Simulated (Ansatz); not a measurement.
# CH3FOSn: how energies converge with the basis set

The task here is to estimate one member of a computed series from the others.

Computed with Ansatz 0.2.0, Gaussian basis. Level: one geometry, several basis sets.

Plan: PBE0-D4/def2-SVP; ωB97M-V/def2-SVP; PBE0-D4/def2-QZVPP; ωB97M-V/def2-QZVPP; the functionals' def2-TZVPP values are taken from earlier runs.

## Structure used throughout

An earlier PBE0-D4 in a triple-zeta def2 set relaxation fixed the geometry. Sn takes the def2 core potential; no spin-orbit term is included.

7 atoms, charge 0, spin multiplicity 1.

Atoms are counted from 1 here; the program's logs count them from 0.

Bond lengths: F1–Sn2 1.986 Å, Sn2–O4 2.396 Å, Sn2–H5 1.785 Å, C3–O4 1.211 Å, C3–H6 1.099 Å, C3–H7 1.100 Å. Angles: F1–Sn2–O4 81.5°, F1–Sn2–H5 93.3°, O4–Sn2–H5 83.5°, O4–C3–H6 120.7°, O4–C3–H7 119.3°, H6–C3–H7 120.0°, Sn2–O4–C3 119.2°.

Set-up of the first run:

in.yaml reads:

```yaml
crystal:
  periodic: [false, false, false]
  atoms:
    - {symbol: F, position_ang: [1.076402, -1.149808, -1.027565]}
    - {symbol: Sn, position_ang: [-0.660297, -1.840194, -0.356532]}
    - {symbol: C, position_ang: [-0.050743, 1.249006, -0.002728]}
    - {symbol: O, position_ang: [-0.928812, 0.458755, 0.263629]}
    - {symbol: H, position_ang: [-0.064087, -2.011255, 1.316894]}
    - {symbol: H, position_ang: [0.867431, 0.918059, -0.508172]}
    - {symbol: H, position_ang: [-0.178494, 2.307536, 0.268774]}
basis:
  gaussian: {orbitals: def2-SVP}
hamiltonian: {xc: pbe0, dispersion: d4}
output: {orbitals: {seedname: orbitals}}
```

On the command line:

```
$ ansatz run in.yaml --threads 2 --pin off --events-out ev --progress --plain --max-ram 4352MiB
```

Steps of the session up to this table: PBE0-D4 in def2-SVP; ωB97M-V in def2-SVP; PBE0-D4 in def2-QZVPP; ωB97M-V in def2-QZVPP.

One table of the session follows, with a row left open; its other results are not shown here.

It belongs to the step «Density functionals: the series». 

| functional | basis | HOMO (eV) | LUMO (eV) |
| --- | --- | --- | --- |
| PBE0-D4 | def2-SVP | -6.22 | -2.23 |
| PBE0-D4 | def2-TZVPP | -6.35 | -2.40 |
| PBE0-D4 | def2-QZVPP | -6.37 | -2.44 |
| ωB97M-V | def2-SVP | -8.25 | 0.23 |
| ωB97M-V | def2-TZVPP | ? | ? |
| ωB97M-V | def2-QZVPP | -8.45 | -0.14 |

Q: Estimate the row for ωB97M-V, def2-TZVPP from the others.

**Answer.** HOMO (eV): -8.42; LUMO (eV): -0.05. In the column «HOMO (eV)» it lies between ωB97M-V, def2-QZVPP (-8.45) and ωB97M-V, def2-SVP (-8.25).
